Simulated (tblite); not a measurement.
# C6H11BOSi: the cost of one run

Programs: tblite 0.8.0 and PySCF 2.14.0, with density-fitted response routines of our own. Each step states its level of theory. These are calculated values for one molecule in the gas phase, unless marked as measured. Atoms are numbered from 0 throughout.

**1. Starting geometry**

20 atoms, charge 0, multiplicity 1; geometry from: force field or distance geometry start.

Bonds of the start (Å): C0–C1 1.34, C1–C2 1.49, C1–C3 1.51, C3–C4 1.50, C4–C5 1.32, C5–B6 1.57, B6–O7 1.47, O7–Si8 1.73, Si8–C4 1.83, C0–H9 1.08, C0–H10 1.09, C2–H11 1.12, C2–H12 1.10, C2–H13 1.11, C3–H14 1.11, C3–H15 1.13, C5–H16 1.09, B6–H17 1.18, Si8–H18 1.46, Si8–H19 1.47.

**2. Geometry optimisation with GFN2-xTB**

What the job is given:

```
{"job": {"kind": "relax", "xc": "GFN2-xTB", "basis": "xTB"}, "charge": 0, "multiplicity": 1}
C     -1.617900    -0.699200    -1.373100
C     -1.552000     0.042000    -0.262000
C     -2.303800     1.325800    -0.153600
C     -0.685300    -0.419700     0.888500
C      0.768800    -0.230200     0.587200
C      1.369000     0.944300     0.490600
B      2.907100     0.783000     0.210100
O      3.397400    -0.591900     0.001200
Si     2.010600    -1.551500     0.376100
H     -1.082100    -1.630100    -1.461800
H     -2.242400    -0.373300    -2.209500
H     -3.405100     1.125700    -0.247200
H     -2.003000     2.014800    -0.963200
H     -2.124400     1.837200     0.809700
H     -0.889800    -1.492400     1.103100
H     -0.932000     0.131200     1.838800
H      0.876300     1.897300     0.665000
H      3.640700     1.598900     0.630800
H      1.651900    -2.423200    -0.744000
H      2.210600    -2.278000     1.640700
```

The run is started by

```bash
OMP_NUM_THREADS=1 python probes_run.py task.json out
```

The driver reads the jobs from task.json and runs them one after another.

Q: Estimate the wall time and peak memory of this first job on 1 thread of Arm Neoverse V1, shared host.

About 1.5 s, with a peak of 0.18 GiB.
